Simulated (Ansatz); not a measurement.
CS2:

```xyz
6
Lattice="3.6458 -2.9943 0.0000 3.6458 2.9943 0.0000 0.0000 0.0000 9.8513" Properties=species:S:1:pos:R:3 pbc="T T T"
S     3.6458    1.9073    8.7368
S     3.6458    1.0871    3.8111
S     3.6458   -1.0871    6.0401
S     3.6458   -1.9073    1.1145
C     3.6458    0.0000    4.9256
C     0.0000    0.0000    0.0000
```

The cell comes from a database or a generator and needn't be the stable form of this composition.

Base run:

| Quantity | Value |
| --- | --- |
| Program | Ansatz 0.2.0 |
| Functional | PBE |
| Potentials or basis | Ansatz PAW |
| Cutoff | 420 eV (not typed: the program's choice for these potentials) |
| k mesh | 6 × 6 × 3 |
| Occupations | fermi-dirac, width 0.05 eV |
| Spin | no spin polarisation |

Its results: band gap on the k mesh 3.41 eV, direct; pressure 0.4 GPa; largest force 0.257 eV/Å.

Question: The run is repeated on the same cell with these changes: functional from PBE to PBEsol. What comes out?

Answer: Band gap on the k mesh 3.41 eV, direct; pressure -0.1 GPa; largest force 0.085 eV/Å.

PBEsol binds more tightly than PBE, so the same cell stands under less pressure.

Caveats: the PAW data sets come from PBE, with cores solved anew for the run's functional, which leaves a small shift of forces and pressure (some runs).
